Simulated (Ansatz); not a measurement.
# ZnPCl: a short molecular-dynamics run

What does ZnPCl do over 40 steps of 1.5 fs under a Nosé-Hoover thermostat at 1200 K? The cell is a randomly packed cell of 12 atoms, taken as it stands, without a relaxation.

Method: DFT PBE, plane waves, PAW, scalar-relativistic, no spin polarisation, in Ansatz 0.2.0.

## Step 1: The starting structure

The cell holds 12 atoms (Cl4P4Zn4): a = 7.515 Å, b = 6.748 Å, c = 5.677 Å, α = 77.22°, β = 75.38°, γ = 86.01°.

Structure file:

```xyz
12
Lattice="7.4075 -0.3287 1.2217 0.8071 6.6961 -0.2062 0.6102 1.3606 5.4772" Properties=species:S:1:pos:R:3 pbc="T T T"
Cl    1.6072    6.9528    4.7258
Cl    2.9012    4.8752    1.0872
Cl    0.9235    3.0696    1.6502
Cl    6.4954    1.5429    4.4984
Zn    5.7760    0.7752    1.8218
Zn    3.5566    2.6147    2.7370
Zn    1.1527    3.7613    4.3993
Zn    7.8792    5.5168    3.5293
P     5.6647    4.8400    0.7080
P     4.2525    6.3723    3.0085
P     4.6175    4.3104    4.8911
P     3.8968    1.6561    5.4677
```

## Step 2: The run

input.yaml reads:

```yaml
crystal:
  lattice:
    - [7.407501, -0.328684, 1.22173]
    - [0.807096, 6.696109, -0.206156]
    - [0.61018, 1.360577, 5.477151]
  atoms:
    - { symbol: Cl, position: [0.050324, 0.861185, 0.884006] }
    - { symbol: Cl, position: [0.301204, 0.710729, 0.158054] }
    - { symbol: Cl, position: [0.056123, 0.399445, 0.303799] }
    - { symbol: Cl, position: [0.808519, 0.138803, 0.646187] }
    - { symbol: Zn, position: [0.752928, 0.118362, 0.169119] }
    - { symbol: Zn, position: [0.410068, 0.325168, 0.420487] }
    - { symbol: Zn, position: [0.045488, 0.399752, 0.808108] }
    - { symbol: Zn, position: [0.94095, 0.77585, 0.463686] }
    - { symbol: P, position: [0.68199, 0.755152, 0.00557] }
    - { symbol: P, position: [0.438877, 0.874785, 0.484306] }
    - { symbol: P, position: [0.50234, 0.50582, 0.799981] }
    - { symbol: P, position: [0.442367, 0.085601, 0.902815] }
kpoints:
  mp_grid: { grid: [2, 2, 3] }
magnetization:
  spin_polarized: false
scf:
  occupations: { method: gaussian, width: 0.1 }
hamiltonian:
  pseudopotentials: { kind: paw }
  xc: pbe
basis:
  ecutwfc: 420
md:
  timestep: 1.5
  n_steps: 40
  ensemble: nvt_nose_hoover
  temperature: 1200.0
  initial_velocities: maxwell_boltzmann
  seed: 254266
```

Launch:

```bash
$ ansatz run input.yaml --threads 2 --pin off --max-ram 2560MiB --backend cpu --events-out ev --progress --plain --runs-dir out
```

Before running it: what results should come out? Wanted: temperature, first and last step; temperature, second half; potential energy, second half; largest change of the conserved energy; mean square displacement, second half.

The runs gave:

| quantity | value |
| --- | --- |
| length | 40 steps of 1.5 fs |
| temperature, first and last step | 1200 and 2620 K |
| temperature, second half | mean 2916 K, from 1954 to 3944 K |
| potential energy, second half | -262 meV/atom from the start |
| largest change of the conserved energy | 0.97 meV/atom |
| mean square displacement, second half | P 0.445, Cl 0.345, Zn 0.076 Å² |

In words: Against a set 1200 K the second half averages 2916 K, going from 3577 to 2620 K over that half; the potential energy of that half lies 262 meV/atom under the start, so the atoms have moved to lower-lying arrangements, and the energy set free heats the cell. The conserved energy strays from its start by at most 0.97 meV/atom, 0.3 % of the mean kinetic energy, so a step of 1.5 fs is short enough over this time. The bonding pattern changes, first at 34.5 fs: P9–P10 forms. Over the second half P atoms stand 0.7 Å (root mean square) from where they began, and the farthest move is 1.2 Å. 60 fs on 12 atoms is far too short and small for converged averages. The k-mesh is coarse for this cell.
